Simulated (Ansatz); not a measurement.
# InN₂H₅: taking an electron away

The task here is to estimate one member of a computed series from the others.

Program: Ansatz 0.2.0, Gaussian basis. Level of theory: unrestricted cation, the program's frozen cores in correlated methods. These are calculated values, not measurements.

Levels to be run: UKS PBE-D4/def2-TZVPP; UKS r2SCAN-D4/def2-TZVPP; UKS PBE0-D4/def2-TZVPP; UKS B3LYP-D4/def2-TZVPP; UKS wB97X-V/def2-TZVPP; UKS wB97M-V/def2-TZVPP; UKS B2PLYP/def2-TZVPP; UHF-CCSD(T)/def2-TZVPP; UHF-CCSD(T)/def2-QZVPP; extrapolation to the limit; then −ε(HOMO) from the neutral's earlier runs with LDA (SPW92), PBE-D4, revPBE-D4, BLYP-D4, r2SCAN-D4, B97M-V, PBE0-D4, B3LYP-D4, r2SCANh-D4, r2SCAN0-D4, HSE06-D4, BHLYP-D4, CAM-B3LYP-D4, LC-ωPBE, ωB97X-V, ωB97M-V.

## The geometry

All runs share one geometry, relaxed beforehand with PBE0-D4 in a triple-zeta def2 set. In takes the def2 core potential; no spin-orbit term is included.

SMILES `[NH2][InH][NH2]`, 8 atoms, charge 0, spin multiplicity 1.

Atoms are counted from 1 here; the program's logs count them from 0.

Bond lengths: N1–In2 2.018 Å, N1–H4 1.008 Å, N1–H5 1.008 Å, In2–N3 2.018 Å, In2–H6 1.703 Å, N3–H7 1.008 Å, N3–H8 1.008 Å. Angles: In2–N1–H4 119.3°, In2–N1–H5 119.7°, H4–N1–H5 109.6°, N1–In2–N3 112.7°, N1–In2–H6 123.6°, N3–In2–H6 123.6°, In2–N3–H7 119.7°, In2–N3–H8 119.3°, H7–N3–H8 109.6°.

The first run:

The input, in.yaml:

```yaml
crystal:
  periodic: [false, false, false]
  atoms:
    - {symbol: N, position_ang: [-0.969680, 0.858040, -1.126996]}
    - {symbol: In, position_ang: [0.247987, 0.564810, 0.455498]}
    - {symbol: N, position_ang: [0.742654, -1.375187, 0.709639]}
    - {symbol: H, position_ang: [-1.482062, 0.076761, -1.506612]}
    - {symbol: H, position_ang: [-1.538242, 1.689191, -1.171812]}
    - {symbol: H, position_ang: [0.798963, 1.819228, 1.467525]}
    - {symbol: H, position_ang: [1.570927, -1.614728, 1.231792]}
    - {symbol: H, position_ang: [0.629463, -2.018116, -0.059034]}
basis:
  gaussian: {orbitals: def2-TZVPP}
total_charge: 1
magnetization: {spin_polarized: true, initial_magnetization: 1}
hamiltonian: {xc: pbe, dispersion: d4}
```

Run with:

```
$ ansatz run in.yaml --threads 2 --pin off --events-out ev --progress --plain --max-ram 32768MiB --backend cpu
```

Steps of the session up to this table: Cation, UKS PBE-D4/def2-TZVPP; Cation, UKS r2SCAN-D4/def2-TZVPP; Cation, UKS PBE0-D4/def2-TZVPP; Cation, UKS B3LYP-D4/def2-TZVPP; Cation, UKS wB97X-V/def2-TZVPP; Cation, UKS wB97M-V/def2-TZVPP; Cation, UKS B2PLYP (frozen core)/def2-TZVPP; Cation, UHF-CCSD(T)/def2-TZVPP; Cation, UHF-CCSD(T)/def2-QZVPP.

One of the session's tables, all rows but one given; the rest of the session is left out.

For comparison, −ε(HOMO) of the neutral from earlier runs:

```
  functional  −ε(HOMO) (eV)
 LDA (SPW92)           5.52
      PBE-D4           5.34
   revPBE-D4           5.28
     BLYP-D4           5.23
   r2SCAN-D4           5.61
      B97M-V           5.68
     PBE0-D4              ?
    B3LYP-D4           6.47
  r2SCANh-D4           6.12
  r2SCAN0-D4           6.90
    HSE06-D4           6.29
    BHLYP-D4           7.99
CAM-B3LYP-D4           8.12
     LC-ωPBE           9.54
     ωB97X-V           9.15
     ωB97M-V           9.06
```

Q: Estimate the row for PBE0-D4 from the others.

As computed: −ε(HOMO) (eV): 6.70. In the column «−ε(HOMO) (eV)» it lies between B3LYP-D4 (6.47) and r2SCAN0-D4 (6.90).
